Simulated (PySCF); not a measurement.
# FGeH5OSi: the cost of one run

Computed with PySCF 2.14.0; each step states its level. No surroundings beyond the atoms listed, unless a continuum is named. Atoms count from 0, parts from 1.

## (1) The system as given

Each species was relaxed by itself at PBE0-D3(BJ)/def2-SVPD.

## (2) Reaction energy: wB97M-D3(BJ)/def2-TZVPD

Job settings and geometry (Å):

```
{"job": {"kind": "react", "xc": "wB97M-D3(BJ)", "basis": "def2-TZVPD"}, "charge": 0, "multiplicity": 1}
-1 FGeH5Si charge 0 multiplicity 1
F     -0.116020    -1.599080     1.720220
Ge    -0.717720    -0.142310     0.913760
Si     0.712640     0.209300    -0.964570
H     -0.650200     0.962920     1.983010
H     -2.181870    -0.458090     0.559500
H      0.639810    -0.970930    -1.873040
H      0.257980     1.431510    -1.693320
H      2.111660     0.404360    -0.486420

-1 N2O charge 0 multiplicity 1
N      1.093140    -0.342730     0.016820
N      0.021080    -0.002460     0.010000
O     -1.100640     0.353510     0.002880

+1 FGeH5OSi charge 0 multiplicity 1
O      0.657640    -0.952610     1.629960
Ge     0.230120     0.497460     0.692640
F     -1.201350     1.191270     1.461760
Si    -0.396170    -0.269590    -1.474050
H      0.958210    -0.783690     2.527840
H      1.304970     1.586320     0.878260
H     -1.594870    -1.141240    -1.329720
H     -0.703600     0.908470    -2.334600
H      0.745160    -1.035980    -2.051830

+1 N2 charge 0 multiplicity 1
N      0.526150    -0.155410    -0.010780
N     -0.526170     0.155420     0.010780
```

Method: wB97M-D3(BJ)/def2-TZVPD reaction energy of separated species, gas phase.

Launch:

```
$ OMP_NUM_THREADS=1 python cluster_run.py task.json out
```

The driver reads the jobs from task.json and runs them one after another.

**Question.** How long does this first job take on 1 thread of Arm Neoverse N1, shared host, and how much memory does it need?

About 54 s, with a peak of 0.77 GiB.
